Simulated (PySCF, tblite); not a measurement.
# C4H13NSi: a rotation path, then NMR shifts on frames

Aim: move C4H13NSi (`CC(C)CN[SiH3]`) away from its starting geometry and see how NMR shifts follow the geometry.

Computed with tblite 0.8.0 and PySCF 2.14.0, with density-fitted response routines of our own, on a single molecule in the gas phase. Atoms count from 0, in the outputs and in this text.

## 1. Starting geometry

19 atoms, charge 0, multiplicity 1; geometry from: GFN2-xTB.

Bonds of the start (Å): C0–C1 1.53, C1–C2 1.53, C1–C3 1.53, C3–N4 1.44, N4–Si5 1.71, C0–H6 1.09, C0–H7 1.09, C0–H8 1.09, C1–H9 1.10, C2–H10 1.09, C2–H11 1.09, C2–H12 1.09, C3–H13 1.09, C3–H14 1.10, N4–H15 1.01, Si5–H16 1.47, Si5–H17 1.46, Si5–H18 1.46.

## 2. A band between two rotamers with GFN2-xTB

Job settings and geometry (Å):

```
{"job": {"kind": "neb", "xc": "GFN2-xTB", "basis": "xTB", "atoms": [1, 3, 4, 5], "turn": 120}, "charge": 0, "multiplicity": 1}
C     -1.377065     1.112567     0.060448
C     -0.973675    -0.279623    -0.416061
C     -2.012176    -1.319037    -0.004226
C      0.405469    -0.654501     0.143011
N      1.431415     0.243756    -0.324369
Si     2.765823     0.773779     0.610643
H     -0.594217     1.828816    -0.176509
H     -1.529406     1.112552     1.137834
H     -2.300441     1.429471    -0.419539
H     -0.901036    -0.266578    -1.510488
H     -2.991772    -1.053535    -0.394826
H     -1.746229    -2.303256    -0.384240
H     -2.078200    -1.376276     1.080319
H      0.382470    -0.597584     1.233061
H      0.633493    -1.696114    -0.130824
H      1.516063     0.222009    -1.329101
H      3.749886    -0.268800     0.949846
H      3.398933     1.799908    -0.214538
H      2.210861     1.301698     1.858635
```

With the program's defaults for keys left out, this is: GFN2-xTB climbing-image nudged elastic band, gas phase.

On the command line:

```sh
$ OMP_NUM_THREADS=1 python probes_run.py task.json out
```

One launch serves the whole session: the jobs run in the order shown.

Log:

```text
image   E - E0 / eV
  0       0.0000
  1       0.0092
  2       0.0397
  3       0.0841
  4       0.1017
  5       0.0706
  6       0.0316
  7      -0.0030
  8      -0.0181
```

Run time: 3.2 s. Hardware: 1 thread of Intel Xeon Platinum 8488C, shared host; peak memory 0.19 GiB.

The final band, with the dihedral C1–C3–N4–Si5:

| image | dihedral (°) | energy (eV) | energy (kcal/mol) |
| --- | --- | --- | --- |
| 0 | 143 | 0.000 | 0.0 |
| 1 | 162 | 0.009 | 0.2 |
| 2 | 179 | 0.040 | 0.9 |
| 3 | 196 | 0.084 | 1.9 |
| 4 | 210 | 0.102 | 2.3 |
| 5 | 227 | 0.071 | 1.6 |
| 6 | 249 | 0.032 | 0.7 |
| 7 | 268 | -0.003 | -0.1 |
| 8 | 283 | -0.018 | -0.4 |

## 3. NMR shieldings: image 0, PBE0/pcSseg-1

Job settings and geometry (Å):

```
{"job": {"kind": "nmr", "xc": "PBE0", "basis": "pcSseg-1", "pop": false}, "charge": 0, "multiplicity": 1}
C     -1.377100     1.112600     0.060400
C     -0.973700    -0.279600    -0.416100
C     -2.012200    -1.319000    -0.004200
C      0.405500    -0.654500     0.143000
N      1.431400     0.243800    -0.324400
Si     2.765800     0.773800     0.610600
H     -0.594200     1.828800    -0.176500
H     -1.529400     1.112600     1.137800
H     -2.300400     1.429500    -0.419500
H     -0.901000    -0.266600    -1.510500
H     -2.991800    -1.053500    -0.394800
H     -1.746200    -2.303300    -0.384200
H     -2.078200    -1.376300     1.080300
H      0.382500    -0.597600     1.233100
H      0.633500    -1.696100    -0.130800
H      1.516100     0.222000    -1.329100
H      3.749900    -0.268800     0.949800
H      3.398900     1.799900    -0.214500
H      2.210900     1.301700     1.858600
```

With the program's defaults for keys left out, this is: GIAO PBE0/pcSseg-1 NMR shielding, non-relativistic, gas phase.

Log:

```text
coarse grid: 15096 points
cycle   1  E = -503.9909669028  dE =  3.483e-01  |g| = 4.744e-01  |ddm| = 3.642e+00
cycle   2  E = -503.9620558500  dE =  2.891e-02  |g| = 5.986e-01  |ddm| = 9.933e-01
cycle   3  E = -504.0464081475  dE = -8.435e-02  |g| = 6.403e-02  |ddm| = 6.132e-01
cycle   4  E = -504.0471343824  dE = -7.262e-04  |g| = 2.823e-02  |ddm| = 7.781e-02
cycle   5  E = -504.0473135000  dE = -1.791e-04  |g| = 4.404e-03  |ddm| = 2.744e-02
cycle   6  E = -504.0473172226  dE = -3.723e-06  |g| = 1.612e-03  |ddm| = 5.167e-03
final grid: 137592 points
cycle   7  E = -504.0810819663  dE = -3.771e-05  |g| = 9.312e-03  |ddm| = 2.874e-02
cycle   8  E = -504.0810702392  dE =  1.173e-05  |g| = 1.159e-02  |ddm| = 1.903e-02
cycle   9  E = -504.0811041299  dE = -3.389e-05  |g| = 7.190e-04  |ddm| = 1.079e-02
cycle  10  E = -504.0811042291  dE = -9.920e-08  |g| = 2.629e-04  |ddm| = 8.434e-04
cycle  11  E = -504.0811042432  dE = -1.407e-08  |g| = 5.720e-05  |ddm| = 2.639e-04
cycle  12  E = -504.0811042438  dE = -6.564e-10  |g| = 2.016e-05  |ddm| = 7.043e-05
converged SCF energy = -504.0811042438

GIAO shielding tensors (ppm)
atom      isotropic    diamagn.    paramagn.     s11        s22        s33       span
  0 C      165.892     248.472     -82.580    149.601    161.110    186.965     37.364
  1 C      149.061     246.817     -97.756    137.420    149.298    160.464     23.044
  2 C      164.719     246.939     -82.220    150.557    154.999    188.602     38.045
  3 C      130.462     246.079    -115.616    107.264    126.986    157.137     49.872
  4 N      243.901     322.905     -79.004    207.113    231.250    293.339     86.226
  5 Si     406.205     879.942    -473.737    356.494    383.093    479.027    122.533
  6 H       29.582      31.606      -2.024     24.206     30.083     34.458     10.252
  7 H       31.411      31.633      -0.223     28.428     28.814     36.990      8.561
  8 H       30.802      30.600       0.203     26.598     28.143     37.666     11.069
  9 H       30.547      33.478      -2.931     27.238     29.136     35.266      8.028
 10 H       30.557      29.267       1.291     26.114     28.132     37.427     11.313
 11 H       30.631      29.906       0.725     26.183     28.273     37.437     11.254
 12 H       31.180      30.356       0.824     27.528     29.283     36.729      9.202
 13 H       29.822      33.376      -3.553     25.392     31.204     32.871      7.480
 14 H       28.457      31.980      -3.522     22.295     29.734     33.343     11.048
 15 H       32.341      34.388      -2.047     23.107     31.598     42.318     19.211
 16 H       26.913      28.521      -1.608     22.983     24.736     33.021     10.038
 17 H       27.039      28.921      -1.882     23.454     25.232     32.431      8.976
 18 H       27.172      29.851      -2.679     23.122     26.677     31.719      8.597
```

Wall time 21 s (1 thread of Intel Xeon Platinum 8488C, shared host); peak memory 0.8 GiB.

Shifts follow as δ = σ(reference) − σ, with reference shieldings (ppm) from runs at the same level and on the same kind of geometry: ¹H TMS 31.72, ¹³C TMS 186.9, ²⁹Si TMS 349.2, ¹⁵N NH3 267.7. The references are single molecules in the gas phase, so shifts against H2O, NH3, PH3, H3PO4 or CFCl3 are not on the usual liquid scales and can be off by tens of ppm. Each atom is listed at this fixed geometry, with no averaging over motion; a spectrum would average atoms that exchange fast.

| atoms | environment | σ (ppm) | δ (ppm) |
| --- | --- | --- | --- |
| C3 | sp3 CH2 bonded to N | 130.5 | 56.5 |
| C1 | sp3 CH | 149.1 | 37.9 |
| C2 | methyl carbon | 164.7 | 22.2 |
| C0 | methyl carbon | 165.9 | 21.0 |
| H16 | hydrogen on a silicon bonded to N | 26.91 | 4.80 |
| H17 | hydrogen on a silicon bonded to N | 27.04 | 4.68 |
| H18 | hydrogen on a silicon bonded to N | 27.17 | 4.54 |
| H14 | hydrogen on an sp3 CH2 bonded to N | 28.46 | 3.26 |
| H6 | hydrogen on a methyl carbon | 29.58 | 2.13 |
| H13 | hydrogen on an sp3 CH2 bonded to N | 29.82 | 1.89 |
| H9 | hydrogen on an sp3 CH | 30.55 | 1.17 |
| H10 | hydrogen on a methyl carbon | 30.56 | 1.16 |
| H11 | hydrogen on a methyl carbon | 30.63 | 1.09 |
| H8 | hydrogen on a methyl carbon | 30.80 | 0.91 |
| H12 | hydrogen on a methyl carbon | 31.18 | 0.54 |
| H7 | hydrogen on a methyl carbon | 31.41 | 0.31 |
| H15 | hydrogen on a nitrogen bonded to C, Si | 32.34 | -0.62 |
| N4 | nitrogen bonded to C, Si, H | 243.9 | 23.8 |
| Si5 | silicon bonded to N, 3 H | 406.2 | -57.0 |

## 4. Shielding tensors: image 2, PBE0/pcSseg-1

Job settings and geometry (Å):

```
{"job": {"kind": "nmr", "xc": "PBE0", "basis": "pcSseg-1", "pop": false}, "charge": 0, "multiplicity": 1}
C     -1.551300     1.110600    -0.120000
C     -0.967100    -0.272900    -0.390100
C     -1.955200    -1.364700     0.012300
C      0.365600    -0.456100     0.340800
N      1.342200     0.524500    -0.083100
Si     2.932900     0.596300     0.564200
H     -0.815400     1.880300    -0.338000
H     -1.842100     1.198200     0.924100
H     -2.427900     1.281300    -0.741100
H     -0.766800    -0.362700    -1.465800
H     -2.888700    -1.246500    -0.532900
H     -1.551600    -2.351100    -0.205200
H     -2.170300    -1.310700     1.077700
H      0.219200    -0.340300     1.418600
H      0.725900    -1.481800     0.166200
H      1.265200     0.693800    -1.076200
H      3.782700    -0.572900     0.274300
H      3.513000     1.777400    -0.070800
H      2.779900     0.706700     2.014000
```

With the program's defaults for keys left out, this is: GIAO PBE0/pcSseg-1 NMR shielding, non-relativistic, gas phase.

Log:

```text
coarse grid: 15096 points
cycle   1  E = -503.9895955657  dE =  3.435e-01  |g| = 4.727e-01  |ddm| = 3.638e+00
cycle   2  E = -503.9603220459  dE =  2.927e-02  |g| = 5.988e-01  |ddm| = 1.007e+00
cycle   3  E = -504.0445825502  dE = -8.426e-02  |g| = 6.640e-02  |ddm| = 6.225e-01
cycle   4  E = -504.0453755060  dE = -7.930e-04  |g| = 2.809e-02  |ddm| = 7.892e-02
cycle   5  E = -504.0455531260  dE = -1.776e-04  |g| = 4.496e-03  |ddm| = 2.708e-02
cycle   6  E = -504.0455571156  dE = -3.990e-06  |g| = 1.580e-03  |ddm| = 5.299e-03
final grid: 137592 points
cycle   7  E = -504.0797682596  dE = -4.279e-05  |g| = 9.553e-03  |ddm| = 3.284e-02
cycle   8  E = -504.0797557233  dE =  1.254e-05  |g| = 1.194e-02  |ddm| = 1.934e-02
cycle   9  E = -504.0797913512  dE = -3.563e-05  |g| = 8.293e-04  |ddm| = 1.117e-02
cycle  10  E = -504.0797914851  dE = -1.339e-07  |g| = 2.825e-04  |ddm| = 9.506e-04
cycle  11  E = -504.0797915015  dE = -1.639e-08  |g| = 6.180e-05  |ddm| = 2.848e-04
cycle  12  E = -504.0797915023  dE = -7.847e-10  |g| = 2.019e-05  |ddm| = 7.349e-05
converged SCF energy = -504.0797915023

GIAO shielding tensors (ppm)
atom      isotropic    diamagn.    paramagn.     s11        s22        s33       span
  0 C      165.861     248.139     -82.278    150.148    160.695    186.740     36.591
  1 C      149.515     246.599     -97.084    137.527    150.656    160.360     22.833
  2 C      164.061     246.527     -82.465    149.021    154.157    189.005     39.983
  3 C      131.353     246.716    -115.363    112.313    125.049    156.698     44.385
  4 N      239.525     322.578     -83.053    196.927    239.194    282.454     85.527
  5 Si     405.539     880.040    -474.501    355.092    382.093    479.431    124.339
  6 H       29.703      31.410      -1.707     23.966     30.297     34.847     10.882
  7 H       31.297      31.176       0.121     28.226     28.592     37.072      8.846
  8 H       30.781      30.403       0.378     26.697     28.094     37.553     10.856
  9 H       30.450      33.519      -3.069     27.194     29.005     35.151      7.957
 10 H       30.528      29.245       1.283     26.137     28.103     37.345     11.208
 11 H       30.583      29.975       0.608     26.068     28.318     37.364     11.297
 12 H       31.050      30.209       0.841     27.503     29.003     36.645      9.142
 13 H       29.486      33.213      -3.727     25.503     29.967     32.989      7.486
 14 H       28.688      32.730      -4.043     22.773     29.991     33.299     10.525
 15 H       32.572      35.040      -2.468     23.348     33.185     41.182     17.834
 16 H       26.970      28.803      -1.833     23.245     24.880     32.785      9.540
 17 H       27.102      28.881      -1.779     23.317     25.444     32.544      9.227
 18 H       27.211      29.460      -2.249     23.609     25.906     32.118      8.509
```

Wall time 20 s (1 thread of Intel Xeon Platinum 8488C, shared host); peak memory 0.84 GiB.

This run: δ C3 55.6, C1 37.4, C2 22.9, C0 21.1, H16 4.75, H17 4.62 ppm.

(Part 1 of 2 ends here.)
